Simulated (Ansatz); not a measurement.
# H8OSeSi2: the cost of one run

The runs use Ansatz 0.2.0, Gaussian basis; PBE0-D4, def2-SVP first, then def2-TZVP.

152 further runs of the same task are left out: 152 set aside as unsound or not needed. Runs told in other sessions of the task aren't counted.

## 1. The system as given

The guess: 12 atoms, charge 0, spin multiplicity 1.

Atoms are counted from 1 here; the program's logs count them from 0.

Bond lengths: Si1–O3 1.599 Å, Si1–H5 1.448 Å, Si1–H6 1.448 Å, O3–Si4 1.645 Å, Si4–H9 1.458 Å, Si4–H10 1.458 Å, Si4–H11 1.458 Å, Se8–H12 1.413 Å. Angles: O3–Si1–H5 108.5°, O3–Si1–H6 108.3°, H5–Si1–H6 129.3°, Si1–O3–Si4 176.8°, O3–Si4–H9 104.8°, O3–Si4–H10 105.5°, O3–Si4–H11 104.6°, H9–Si4–H10 113.6°, H9–Si4–H11 113.6°, H10–Si4–H11 113.6°.

Geometry (Å):

```
Si    0.0837    0.6420    0.4947
H     1.4447   -0.3982   -0.4417
O    -1.1777   -0.1976   -0.0163
Si   -2.4205   -1.0981   -0.6075
H     0.0831    1.9251   -0.1760
H     0.2945    0.3388    1.8946
H     2.3574   -0.4177   -0.5518
Se    3.1529    1.2026    0.6051
H    -2.9516   -1.8050    0.5519
H    -1.8243   -1.9783   -1.6053
H    -3.3462   -0.1213   -1.1693
H     4.3039    1.9076    1.0215
```

Distances that are to change: Si1–Se8 3.12 Å, H2–H7 0.92 Å, Si1–H2 1.95 Å, H7–Se8 2.14 Å.

## 2. Relaxing the guess with the reacting distances held

hold/in.yaml reads:

```yaml
crystal:
  periodic: [false, false, false]
  atoms:
    - {symbol: Si, position_ang: [0.083700, 0.642000, 0.494700]}
    - {symbol: H, position_ang: [1.444700, -0.398200, -0.441700]}
    - {symbol: O, position_ang: [-1.177700, -0.197600, -0.016300]}
    - {symbol: Si, position_ang: [-2.420500, -1.098100, -0.607500]}
    - {symbol: H, position_ang: [0.083100, 1.925100, -0.176000]}
    - {symbol: H, position_ang: [0.294500, 0.338800, 1.894600]}
    - {symbol: H, position_ang: [2.357400, -0.417700, -0.551800]}
    - {symbol: Se, position_ang: [3.152900, 1.202600, 0.605100]}
    - {symbol: H, position_ang: [-2.951600, -1.805000, 0.551900]}
    - {symbol: H, position_ang: [-1.824300, -1.978300, -1.605300]}
    - {symbol: H, position_ang: [-3.346200, -0.121300, -1.169300]}
    - {symbol: H, position_ang: [4.303900, 1.907600, 1.021500]}
basis:
  gaussian: {orbitals: def2-SVP}
hamiltonian: {xc: pbe0, dispersion: d4}
relax: {f_tol: 0.04, max_steps: 150, escape_saddle: false, constraints: [{distance: [0, 7]}, {distance: [1, 6]}, {distance: [0, 1]}, {distance: [6, 7]}]}
```

On the command line:

```
> ansatz run in.yaml --threads 8 --pin off --events-out ev --progress --plain --max-ram 19148MiB
```

**Question.** How long does this run take on 8 threads of Arm Neoverse V2, shared host?

About 30 s.
